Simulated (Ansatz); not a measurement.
I need vertical spin-state energies of CH4ClFSi, SMILES FC[SiH2]Cl. Use Ansatz 0.2.0 through its Python package. Level of theory (for the species named): r2SCAN, aug-cc-pVDZ basis, multiplicity 1, D3BJ dispersion.

```xyz
8

F    -1.1145    1.4589   -0.4897
C     0.0492    0.9547   -0.2118
Si   -0.1736   -0.8307    0.1493
Cl    1.7694   -1.6331    0.5954
H     0.4663    1.5047    0.6196
H     0.7010    1.1443   -1.0762
H    -0.9712   -1.0723    1.3587
H    -0.6344   -1.5836   -1.0010
```

Script `spin_ch4clfsi.py`:
```python
"""Vertical spin-state energies of CH4ClFSi."""

import ansatz as az
from ase import Atoms

BASIS = "aug-cc-pVDZ"
FUNCTIONAL = "r2scan"
DISPERSION = "d3bj"

atoms = Atoms(["F", "C", "Si", "Cl", "H", "H", "H", "H"], positions=[
    [-1.1145, 1.4589, -0.4897],
    [0.0492, 0.9547, -0.2118],
    [-0.1736, -0.8307, 0.1493],
    [1.7694, -1.6331, 0.5954],
    [0.4663, 1.5047, 0.6196],
    [0.701, 1.1443, -1.0762],
    [-0.9712, -1.0723, 1.3587],
    [-0.6344, -1.5836, -1.001],
])
ch4clfsi = az.Crystal.molecule_from_ase(atoms)

job = ch4clfsi.calculation().basis(gaussian=BASIS).functional(FUNCTIONAL, dispersion=DISPERSION)
found = {}
for unpaired in [0, 2, 4]:
    rep = job.spin("collinear", total=unpaired).run(threads=1).report
    s = unpaired / 2
    found[unpaired] = rep["free_energy_ev"]
    print(f"2S+1 = {unpaired + 1}: E = {found[unpaired]:.5f} eV, <S^2> = {abs(rep['mean_field']['state']['spin_squared']):.3f} (pure state {s * (s + 1):.2f})")
lowest = min(found, key=found.get)
for unpaired, e in found.items():
    print(f"multiplicity {unpaired + 1}: {(e - found[lowest]):.3f} eV above the lowest")
```

```console
$ python spin_ch4clfsi.py
DeckWarning: the engine holds no damping parameters fitted to this dispersion correction and functional, so the run takes those fitted to r2scan beside the three-body term, which d3bj leaves out (hamiltonian.dispersion, under Limitations)
2S+1 = 1: E = -24217.20768 eV, <S^2> = 0.000 (pure state 0.00)
2S+1 = 3: E = -24211.14289 eV, <S^2> = 2.005 (pure state 2.00)
2S+1 = 5: E = -24203.86631 eV, <S^2> = 6.005 (pure state 6.00)
multiplicity 1: 0.000 eV above the lowest
multiplicity 3: 6.065 eV above the lowest
multiplicity 5: 13.341 eV above the lowest
```
(Warnings from the package without file and line.)

In order: multiplicity 1 (+0.00 eV), multiplicity 3 (+6.06 eV) and multiplicity 5 (+13.34 eV), all at the one geometry.

What to keep in mind:
- Total energies depend on the basis set; only differences at equal settings carry meaning.
- The geometry is a force-field or estimated start, not a minimum of this method, and the basis set is short of its limit. All parts are taken at fixed geometry, without zero-point energy.
- A dispersion term here runs with damping parameters fitted for another variant or functional.
- The whole script took 2.8 min on 1 thread of Arm Neoverse V1 (shared host), peak memory 0.43 GiB.
